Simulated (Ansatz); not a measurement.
# C₂H₇BFN: one species, many methods

How much do the methods differ for C₂H₇BFN? The plan is to run it at one geometry with functionals of several rungs and with coupled cluster, and see how far each lands from CCSD(T) at the basis-set limit for the atomisation energy.

Program: Ansatz 0.2.0, Gaussian basis. Level of theory: functionals in def2-TZVPP, the program's frozen cores in correlated methods. These are calculated values, not measurements.

Levels to be run: LDA (SPW92), PBE-D4, revPBE-D4, BLYP-D4, r2SCAN-D4, B97M-V, PBE0-D4, B3LYP-D4, r2SCANh-D4, r2SCAN0-D4, HSE06-D4, BHLYP-D4, CAM-B3LYP-D4, LC-ωPBE, ωB97X-V, ωB97M-V, B2PLYP, PBE-QIDH; CCSD(T)/def2-SVP; CCSD(T)/def2-TZVPP; MP2/def2-QZVPP; extrapolation to the limit; RPA on PBE.

### 1 Structure used throughout

All runs share one geometry, relaxed beforehand with PBE0-D4 in a triple-zeta def2 set.

12 atoms, charge 0, spin multiplicity 1.

Atoms are counted from 1 here; the program's logs count them from 0.

Bond lengths: B1–N2 1.390 Å, B1–H6 1.196 Å, B1–H7 1.195 Å, N2–C3 1.423 Å, N2–H8 1.010 Å, C3–C4 1.507 Å, C3–F5 1.394 Å, C3–H9 1.093 Å, C4–H10 1.090 Å, C4–H11 1.091 Å, C4–H12 1.093 Å. Angles: N2–B1–H6 118.6°, N2–B1–H7 118.9°, H6–B1–H7 122.5°, B1–N2–C3 126.0°, B1–N2–H8 120.3°, C3–N2–H8 113.6°, N2–C3–C4 113.3°, N2–C3–F5 109.3°, N2–C3–H9 107.9°, C4–C3–F5 107.7°, C4–C3–H9 112.0°, F5–C3–H9 106.6°, C3–C4–H10 110.2°, C3–C4–H11 110.1°, C3–C4–H12 110.2°, H10–C4–H11 109.0°, H10–C4–H12 108.4°, H11–C4–H12 108.9°.

### 2 LDA

This LDA is Slater exchange with PW92 correlation.

Contents of in.yaml:

```yaml
crystal:
  periodic: [false, false, false]
  atoms:
    - {symbol: B, position_ang: [-1.637674, -0.388811, 1.165483]}
    - {symbol: N, position_ang: [-0.826111, -0.316626, 0.039746]}
    - {symbol: C, position_ang: [0.260865, 0.581592, -0.151691]}
    - {symbol: C, position_ang: [1.489308, -0.082191, -0.717855]}
    - {symbol: F, position_ang: [-0.123810, 1.586296, -1.037566]}
    - {symbol: H, position_ang: [-1.407267, 0.340441, 2.085580]}
    - {symbol: H, position_ang: [-2.527980, -1.185830, 1.185009]}
    - {symbol: H, position_ang: [-0.999761, -0.917477, -0.753685]}
    - {symbol: H, position_ang: [0.464182, 1.070150, 0.804310]}
    - {symbol: H, position_ang: [2.272175, 0.657344, -0.887747]}
    - {symbol: H, position_ang: [1.859895, -0.839757, -0.025684]}
    - {symbol: H, position_ang: [1.253279, -0.560431, -1.671900]}
basis:
  gaussian: {orbitals: def2-TZVPP}
hamiltonian: {xc: lda}
output: {orbitals: {seedname: orbitals}}
```

Further steps of the session: PBE-D4 (GGA); revPBE-D4 (GGA); BLYP-D4 (GGA); r2SCAN-D4 (meta-GGA); B97M-V (meta-GGA); PBE0-D4 (hybrid); B3LYP-D4 (hybrid); r2SCANh-D4 (hybrid); r2SCAN0-D4 (hybrid); HSE06-D4 (hybrid); BHLYP-D4 (hybrid); CAM-B3LYP-D4 (range-separated); LC-ωPBE (range-separated); ωB97X-V (range-separated); ωB97M-V (range-separated); B2PLYP (double hybrid); PBE-QIDH (double hybrid); CCSD(T) in def2-SVP; CCSD(T) in def2-TZVPP; MP2 in def2-QZVPP; RPA on PBE orbitals.

Q: Predict the results of all the runs planned. Wanted: atomisation energy, CCSD(T)/CBS; farthest beyond LDA; mean size of error, GGA; mean size of error, meta-GGA; mean size of error, hybrid; mean size of error, range-separated; mean size of error, double hybrid; gap, smallest and largest; T1 diagnostic.

**Answer**, as computed:

```
                               quantity                                                                value
        atomisation energy, CCSD(T)/CBS                                                            47.682 eV
    functionals within 0.238 eV (0.5 %)  revPBE-D4, r2SCAN-D4, B97M-V, r2SCANh-D4, LC-ωPBE, B2PLYP, PBE-QIDH
                    farthest beyond LDA                                                   PBE-D4 (+1.216 eV)
                mean size of error, GGA                                                             0.492 eV
           mean size of error, meta-GGA                                                             0.188 eV
             mean size of error, hybrid                                                             0.435 eV
    mean size of error, range-separated                                                             0.353 eV
      mean size of error, double hybrid                                                             0.168 eV
              gap, smallest and largest                            6.17 eV (LDA (SPW92)), 13.61 eV (LC-ωPBE)
                          T1 diagnostic                                                               0.0120
triples share of the correlation energy                                                                3.5 %
```

In words: The LDA atomisation energy is off by 7.131 eV (15 %): it overbinds. PBE-D4 misses by +1.216 eV. Double hybrids carry the basis error of their MP2 part in triple zeta, and no dispersion term here, so their miss is partly the set-up's. The rungs double hybrid, meta-GGA miss on average by less than the doubt on the reference (0.238 eV), so they tie. Misses under about 0.238 eV are within the doubt on the reference itself, which lacks core-valence correlation, relativity and higher excitations. Hartree-Fock recovers 74 % of the binding; the rest is correlation. CCSD(T) in def2-SVP is off by -2.065 eV, worse than the median functional, from the basis alone. Orbital gaps span 6.2 to 13.6 eV; exact exchange widens them.
